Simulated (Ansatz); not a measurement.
# ZnGa15N16: the cost of one run

Method: DFT, PBE, plane-wave PAW, default files, scalar-relativistic, as far as a step names no other, in Ansatz 0.2.0.

The COD entry's cell or inner coordinates are ideal or old and differ from later refinements, so a difference from it is no clean test against experiment.

## (1) Starting point

Symmetry: P3m1, No. 156, trigonal system. The conventional cell has a = 6.360 Å, b = 6.360 Å, c = 10.332 Å, α = 90.00°, β = 90.00°, γ = 120.00°. Zn (site symmetry 3m) has 4 N at 1.94 to 1.95 Å as nearest neighbours. Ga (site symmetry 3m) has 4 N at 1.94 to 1.95 Å as nearest neighbours. Ga (site symmetry m) is surrounded by 4 N at 1.94 to 1.95 Å. Only part of the 16 independent sites is listed.

Coordinates:

```
Zn Ga N
1.0
     6.36000    0.00000    0.00000
    -3.18000    5.50792    0.00000
     0.00000    0.00000   10.33200
Zn Ga N
1 15 16
Direct
  0.16667 0.33333 0.00000
  0.16667 0.33333 0.50000
  0.16667 0.83333 0.00000
  0.16667 0.83333 0.50000
  0.66667 0.33333 0.00000
  0.66667 0.33333 0.50000
  0.66667 0.83333 0.00000
  0.66667 0.83333 0.50000
  0.33333 0.16667 0.25000
  0.33333 0.16667 0.75000
  0.33333 0.66667 0.25000
  0.33333 0.66667 0.75000
  0.83333 0.16667 0.25000
  0.83333 0.16667 0.75000
  0.83333 0.66667 0.25000
  0.83333 0.66667 0.75000
  0.16667 0.33333 0.18750
  0.16667 0.33333 0.68750
  0.16667 0.83333 0.18750
  0.16667 0.83333 0.68750
  0.66667 0.33333 0.18750
  0.66667 0.33333 0.68750
  0.66667 0.83333 0.18750
  0.66667 0.83333 0.68750
  0.33333 0.16667 0.43750
  0.33333 0.16667 0.93750
  0.33333 0.66667 0.43750
  0.33333 0.66667 0.93750
  0.83333 0.16667 0.43750
  0.83333 0.16667 0.93750
  0.83333 0.66667 0.43750
  0.83333 0.66667 0.93750
```

Atom 1 of the input is the impurity.

## (2) First run, atoms as given

File input.yaml:

```yaml
crystal:
  lattice:
    - [6.36, 0.0, 0.0]
    - [-3.18, 5.507921568, 0.0]
    - [0.0, 0.0, 10.332]
  atoms:
    - { symbol: Zn, position: [0.1666666666, 0.3333333334, 0.0], spin: 1.0 }
    - { symbol: Ga, position: [0.1666666666, 0.3333333334, 0.5] }
    - { symbol: Ga, position: [0.1666666666, 0.8333333334, 0.0] }
    - { symbol: Ga, position: [0.1666666666, 0.8333333334, 0.5] }
    - { symbol: Ga, position: [0.6666666666, 0.3333333334, 0.0] }
    - { symbol: Ga, position: [0.6666666666, 0.3333333334, 0.5] }
    - { symbol: Ga, position: [0.6666666666, 0.8333333334, 0.0] }
    - { symbol: Ga, position: [0.6666666666, 0.8333333334, 0.5] }
    - { symbol: Ga, position: [0.3333333334, 0.1666666666, 0.25] }
    - { symbol: Ga, position: [0.3333333334, 0.1666666666, 0.75] }
    - { symbol: Ga, position: [0.3333333334, 0.6666666666, 0.25] }
    - { symbol: Ga, position: [0.3333333334, 0.6666666666, 0.75] }
    - { symbol: Ga, position: [0.8333333334, 0.1666666666, 0.25] }
    - { symbol: Ga, position: [0.8333333334, 0.1666666666, 0.75] }
    - { symbol: Ga, position: [0.8333333334, 0.6666666666, 0.25] }
    - { symbol: Ga, position: [0.8333333334, 0.6666666666, 0.75] }
    - { symbol: "N", position: [0.1666666666, 0.3333333334, 0.1875] }
    - { symbol: "N", position: [0.1666666666, 0.3333333334, 0.6875] }
    - { symbol: "N", position: [0.1666666666, 0.8333333334, 0.1875] }
    - { symbol: "N", position: [0.1666666666, 0.8333333334, 0.6875] }
    - { symbol: "N", position: [0.6666666666, 0.3333333334, 0.1875] }
    - { symbol: "N", position: [0.6666666666, 0.3333333334, 0.6875] }
    - { symbol: "N", position: [0.6666666666, 0.8333333334, 0.1875] }
    - { symbol: "N", position: [0.6666666666, 0.8333333334, 0.6875] }
    - { symbol: "N", position: [0.3333333334, 0.1666666666, 0.4375] }
    - { symbol: "N", position: [0.3333333334, 0.1666666666, 0.9375] }
    - { symbol: "N", position: [0.3333333334, 0.6666666666, 0.4375] }
    - { symbol: "N", position: [0.3333333334, 0.6666666666, 0.9375] }
    - { symbol: "N", position: [0.8333333334, 0.1666666666, 0.4375] }
    - { symbol: "N", position: [0.8333333334, 0.1666666666, 0.9375] }
    - { symbol: "N", position: [0.8333333334, 0.6666666666, 0.4375] }
    - { symbol: "N", position: [0.8333333334, 0.6666666666, 0.9375] }
magnetization:
  spin_polarized: true
kpoints:
  mp_grid: { grid: [4, 4, 2] }
scf:
  occupations: { method: fermi_dirac, width: 0.01 }
hamiltonian:
  xc: pbe
  pseudopotentials: { kind: paw }
output:
  forces: true
  stress: true
  populations: true
  efg:
    quadrupole_moments_barn: { Zn: 0.122, Ga: 0.107, "N": 0.02044 }
    contact_densities: true
```

Started as:

```
$ ansatz run input.yaml --threads 4 --pin off --max-ram 8192MiB --backend cpu --events-out ev --progress --plain --runs-dir out
```

**Question.** How long does this run take on 4 threads of Arm Neoverse V1, shared host, and how much memory does it need?

About 63 s, with a peak of 1.9 GiB.
